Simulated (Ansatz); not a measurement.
# F2H4O3W: the cost of one run

Program: Ansatz 0.2.0. Level of theory: RKS PBE/def2-SVP. These are calculated values, not measurements.

**1. The starting structure**

Bond lengths: W1–O2 1.940 Å, O2–H3 1.010 Å, W1–O4 1.940 Å, O4–H5 1.010 Å, W1–O6 1.940 Å, O6–H7 1.010 Å, W1–H8 1.720 Å, W1–F9 1.850 Å, W1–F10 1.850 Å. Angles (14 of 18 angles, heavy atoms first): O2–W1–O4 90.0°, O2–W1–O6 90.0°, O2–W1–F9 90.0°, O2–W1–F10 180.0°, O4–W1–O6 90.0°, O4–W1–F9 90.0°, O4–W1–F10 90.0°, O6–W1–F9 180.0°, O6–W1–F10 90.0°, F9–W1–F10 90.0°, W1–O2–H3 109.5°, O2–W1–H8 90.0°, O4–W1–H8 180.0°, O6–W1–H8 90.0°.

Coordinates:

```xyz
10

W     0.0000    0.0000    0.0000
O     0.0000    0.0000    1.9400
H    -0.9095   -0.2814    2.2771
O     1.9400    0.0000    0.0000
H     2.2771   -0.9519   -0.0197
O     0.0000    1.9400    0.0000
H    -0.6343    2.2771   -0.7100
H    -1.7200    0.0000    0.0000
F     0.0000   -1.8500    0.0000
F     0.0000    0.0000   -1.8500
```

**2. Preparing the start**

File input.yaml:

```yaml
crystal:
  periodic: [false, false, false]
  atoms:
    - { symbol: W, position_ang: [0.0, 0.0, 0.0] }
    - { symbol: O, position_ang: [0.0, 0.0, 1.94] }
    - { symbol: H, position_ang: [-0.9095, -0.2814, 2.2771] }
    - { symbol: O, position_ang: [1.94, 0.0, 0.0] }
    - { symbol: H, position_ang: [2.2771, -0.9519, -0.0197] }
    - { symbol: O, position_ang: [0.0, 1.94, 0.0] }
    - { symbol: H, position_ang: [-0.6343, 2.2771, -0.71] }
    - { symbol: H, position_ang: [-1.72, 0.0, 0.0] }
    - { symbol: F, position_ang: [0.0, -1.85, 0.0] }
    - { symbol: F, position_ang: [0.0, 0.0, -1.85] }
basis:
  gaussian: { orbitals: def2-SVP }
hamiltonian:
  xc: pbe
relax:
  f_tol: 0.02
  max_steps: 40
```

Started as:

```bash
$ ansatz run input.yaml --threads 4 --pin off --max-ram 5120MiB --backend cpu --events-out ev --progress --plain --runs-dir out
```

**Question.** How long does this run take on 4 threads of Arm Neoverse V2, shared host, and how much memory does it need?

About 22 s, with a peak of 0.17 GiB.
